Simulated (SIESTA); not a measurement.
Crystal: Sn3Te.

```
Te Sn
1.0
    -2.30090    2.30090    5.51649
     2.30090   -2.30090    5.51649
     2.30090    2.30090   -5.51649
Te Sn
1 3
Direct
  0.00000 0.00000 0.00000
  0.50000 0.50000 0.00000
  0.25000 0.75000 0.50000
  0.75000 0.25000 0.50000
```

The cell comes from a database or a generator and needn't be the stable form of this composition.

Base run:

- Program: SIESTA 5.4.2
- Functional: PBE
- Potentials or basis: PseudoDojo 0.4 standard (PBE files)
- Basis: DZP (energy shift 0.003 Ry; two zetas on semicore shells)
- Grid cutoff: 500 Ry
- Energy shift: 0.003 Ry
- k mesh: 8 × 8 × 8
- Occupations: fermi-dirac, width 0.05 eV
- Spin: no spin polarisation

Its results: band gap on the k mesh none (metal or under the smearing width); pressure 0.4 GPa.

The run is repeated on the same cell with these changes: functional from PBE to PBEsol; potentials or basis from PseudoDojo 0.4 standard (PBE files) to PseudoDojo 0.4 standard (PBEsol files). What comes out?

Band gap on the k mesh none (metal or under the smearing width); pressure -2.2 GPa.

Caveats: the basis of atomic orbitals isn't converged, which shifts pressures, moduli and gaps.

Not every run made on this cell is shown here.
